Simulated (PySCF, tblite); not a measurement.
# C3H11Si3 radical: geometry, infrared bands and EPR parameters

Wanted: the infrared bands and EPR parameters of C3H11Si3 radical (`[SiH2]/C=C\[SiH2]C[SiH3]`), by calculation.

Programs: tblite 0.8.0 and PySCF 2.14.0, with density-fitted response routines of our own. Each step states its level of theory. These are calculated values for one molecule in the gas phase, unless marked as measured. Atoms are numbered from 0 throughout.

### 1 The molecule as given

17 atoms, charge 0, multiplicity 2; geometry from: force field or distance geometry start.

Bonds of the start (Å): Si0–C1 1.86, C1–C2 1.31, C2–Si3 1.83, Si3–C4 1.85, C4–Si5 1.85, Si0–H6 1.45, Si0–H7 1.47, C1–H8 1.09, C2–H9 1.11, Si3–H10 1.48, Si3–H11 1.48, C4–H12 1.12, C4–H13 1.12, Si5–H14 1.47, Si5–H15 1.48, Si5–H16 1.46.

### 2 Geometry optimisation with GFN2-xTB

Job settings and geometry (Å):

```
{"job": {"kind": "relax", "xc": "GFN2-xTB", "basis": "xTB"}, "charge": 0, "multiplicity": 2}
Si     2.816600    -0.600800     0.638900
C      1.981300     0.966400     0.097900
C      0.890600     0.988700    -0.622000
Si     0.049000    -0.525100    -1.199100
C     -1.667200    -0.741000    -0.556700
Si    -2.099500     0.384200     0.853200
H      3.713000    -0.306600     1.739900
H      1.788800    -1.530400     1.115300
H      2.421000     1.915400     0.402400
H      0.458500     1.970400    -0.890500
H     -0.056500    -0.541000    -2.678100
H      0.794500    -1.755200    -0.851100
H     -1.877700    -1.810300    -0.313900
H     -2.363200    -0.459600    -1.387200
H     -1.748200     1.776800     0.535600
H     -3.569600     0.345600     0.981900
H     -1.538400    -0.065600     2.123700
```

The run is started by

```bash
$ OMP_NUM_THREADS=1 python probes_run.py task.json out
```

The driver reads the jobs from task.json and runs them one after another.

**Question.** This job is followed by: GFN2-xTB harmonic vibrations, gas phase; UKS B3LYP, pcH-1 on C H Si, non-relativistic, mean-field spin-orbit, GIAO. What will the session give for the following? strongest single infrared mode (GFN2-xTB); zero-point energy (GFN2-xTB); g(iso) (B3LYP); ⟨S²⟩; largest a(iso) (averaged by class); surface potential, 1st and 99th percentile.

As calculated:

```
                                 quantity                    value
strongest single infrared mode (GFN2-xTB)    2214 cm⁻¹, 560 km/mol
             zero-point energy (GFN2-xTB)            70.9 kcal/mol
                           g(iso) (B3LYP)                  2.00336
                                     ⟨S²⟩       0.768 (exact 0.75)
       largest a(iso) (averaged by class)  29Si on Si0, -126.8 MHz
    surface potential, 1st and 99th percentile       -0.48 V and 0.90 V
```

In words: Over 211 steps the energy fell by 0.625 eV; of the close pairs, Si3–C4 changed most, 1.845 to 1.912 Å. No mode is imaginary among the 45: a minimum at this level. The strongest single mode, at 2214 cm⁻¹, moves mainly H15. GFN2-xTB is a fitted tight-binding method: band positions and strengths are rough. Its intensities can rank the bands wrongly. Si0 carries the largest spin population, 0.90 e. The isotropic g lies 1.0 ppt above the free-electron value.
